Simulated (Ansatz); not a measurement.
# Ga16SbN15: the cost of one run

Program: Ansatz 0.2.0. Level of theory: DFT, PBE, plane-wave PAW, default files, scalar-relativistic, as far as a step names no other. These are calculated values, not measurements.

The COD entry's cell or inner coordinates are ideal or old and differ from later refinements, so a difference from it is no clean test against experiment.

**1. Starting point**

Symmetry: P3m1, No. 156, trigonal system. Conventional cell: a = 6.360 Å, b = 6.360 Å, c = 10.332 Å, α = 90.00°, β = 90.00°, γ = 120.00°. Around Ga (site symmetry 3m) lie 1 Sb at 1.94 Å and 3 N at 1.95 Å. Ga (site symmetry 3m) has 4 N at 1.94 to 1.95 Å as nearest neighbours. Around Ga (site symmetry m) lie 4 N at 1.94 to 1.95 Å. Ga (site symmetry m) has 3 N at 1.94 to 1.95 Å and 1 Sb at 1.95 Å as nearest neighbours. Only part of the 16 independent sites is listed.

Structure file:

```cif
data_structure
_symmetry_space_group_name_H-M 'P 1'
_symmetry_Int_Tables_number 1
_cell_length_a 6.3600
_cell_length_b 6.3600
_cell_length_c 10.3320
_cell_angle_alpha 90.000
_cell_angle_beta 90.000
_cell_angle_gamma 120.000
_cell_volume 361.93
loop_
_atom_site_label
_atom_site_type_symbol
_atom_site_fract_x
_atom_site_fract_y
_atom_site_fract_z
_atom_site_occupancy
Ga1 Ga 0.16667 0.33333 0.00000 1
Ga2 Ga 0.16667 0.33333 0.50000 1
Ga3 Ga 0.16667 0.83333 0.00000 1
Ga4 Ga 0.16667 0.83333 0.50000 1
Ga5 Ga 0.66667 0.33333 0.00000 1
Ga6 Ga 0.66667 0.33333 0.50000 1
Ga7 Ga 0.66667 0.83333 0.00000 1
Ga8 Ga 0.66667 0.83333 0.50000 1
Ga9 Ga 0.33333 0.16667 0.25000 1
Ga10 Ga 0.33333 0.16667 0.75000 1
Ga11 Ga 0.33333 0.66667 0.25000 1
Ga12 Ga 0.33333 0.66667 0.75000 1
Ga13 Ga 0.83333 0.16667 0.25000 1
Ga14 Ga 0.83333 0.16667 0.75000 1
Ga15 Ga 0.83333 0.66667 0.25000 1
Ga16 Ga 0.83333 0.66667 0.75000 1
Sb1 Sb 0.16667 0.33333 0.18750 1
N1 N 0.16667 0.33333 0.68750 1
N2 N 0.16667 0.83333 0.18750 1
N3 N 0.16667 0.83333 0.68750 1
N4 N 0.66667 0.33333 0.18750 1
N5 N 0.66667 0.33333 0.68750 1
N6 N 0.66667 0.83333 0.18750 1
N7 N 0.66667 0.83333 0.68750 1
N8 N 0.33333 0.16667 0.43750 1
N9 N 0.33333 0.16667 0.93750 1
N10 N 0.33333 0.66667 0.43750 1
N11 N 0.33333 0.66667 0.93750 1
N12 N 0.83333 0.16667 0.43750 1
N13 N 0.83333 0.16667 0.93750 1
N14 N 0.83333 0.66667 0.43750 1
N15 N 0.83333 0.66667 0.93750 1
```

Atom 17 of the input is the impurity.

**2. Gradients at the starting positions**

Contents of input.yaml:

```yaml
crystal:
  lattice:
    - [6.36, 0.0, 0.0]
    - [-3.18, 5.507921568, 0.0]
    - [0.0, 0.0, 10.332]
  atoms:
    - { symbol: Ga, position: [0.1666666666, 0.3333333334, 0.0] }
    - { symbol: Ga, position: [0.1666666666, 0.3333333334, 0.5] }
    - { symbol: Ga, position: [0.1666666666, 0.8333333334, 0.0] }
    - { symbol: Ga, position: [0.1666666666, 0.8333333334, 0.5] }
    - { symbol: Ga, position: [0.6666666666, 0.3333333334, 0.0] }
    - { symbol: Ga, position: [0.6666666666, 0.3333333334, 0.5] }
    - { symbol: Ga, position: [0.6666666666, 0.8333333334, 0.0] }
    - { symbol: Ga, position: [0.6666666666, 0.8333333334, 0.5] }
    - { symbol: Ga, position: [0.3333333334, 0.1666666666, 0.25] }
    - { symbol: Ga, position: [0.3333333334, 0.1666666666, 0.75] }
    - { symbol: Ga, position: [0.3333333334, 0.6666666666, 0.25] }
    - { symbol: Ga, position: [0.3333333334, 0.6666666666, 0.75] }
    - { symbol: Ga, position: [0.8333333334, 0.1666666666, 0.25] }
    - { symbol: Ga, position: [0.8333333334, 0.1666666666, 0.75] }
    - { symbol: Ga, position: [0.8333333334, 0.6666666666, 0.25] }
    - { symbol: Ga, position: [0.8333333334, 0.6666666666, 0.75] }
    - { symbol: Sb, position: [0.1666666666, 0.3333333334, 0.1875] }
    - { symbol: "N", position: [0.1666666666, 0.3333333334, 0.6875] }
    - { symbol: "N", position: [0.1666666666, 0.8333333334, 0.1875] }
    - { symbol: "N", position: [0.1666666666, 0.8333333334, 0.6875] }
    - { symbol: "N", position: [0.6666666666, 0.3333333334, 0.1875] }
    - { symbol: "N", position: [0.6666666666, 0.3333333334, 0.6875] }
    - { symbol: "N", position: [0.6666666666, 0.8333333334, 0.1875] }
    - { symbol: "N", position: [0.6666666666, 0.8333333334, 0.6875] }
    - { symbol: "N", position: [0.3333333334, 0.1666666666, 0.4375] }
    - { symbol: "N", position: [0.3333333334, 0.1666666666, 0.9375] }
    - { symbol: "N", position: [0.3333333334, 0.6666666666, 0.4375] }
    - { symbol: "N", position: [0.3333333334, 0.6666666666, 0.9375] }
    - { symbol: "N", position: [0.8333333334, 0.1666666666, 0.4375] }
    - { symbol: "N", position: [0.8333333334, 0.1666666666, 0.9375] }
    - { symbol: "N", position: [0.8333333334, 0.6666666666, 0.4375] }
    - { symbol: "N", position: [0.8333333334, 0.6666666666, 0.9375] }
kpoints:
  mp_grid: { grid: [4, 4, 2] }
scf:
  occupations: { method: fermi_dirac, width: 0.01 }
hamiltonian:
  xc: pbe
  pseudopotentials: { kind: paw }
output:
  forces: true
  stress: true
  populations: true
  efg:
    quadrupole_moments_barn: { Ga: 0.107, Sb: -0.543, "N": 0.02044 }
    contact_densities: true
```

Run with:

```
ansatz run input.yaml --threads 1 --pin off --max-ram 3072MiB --backend cpu --events-out ev --progress --plain --runs-dir out
```

**Question.** How long does this run take on 1 thread of Arm Neoverse V1, shared host, and how much memory does it need?

About 98 s, with a peak of 0.93 GiB.
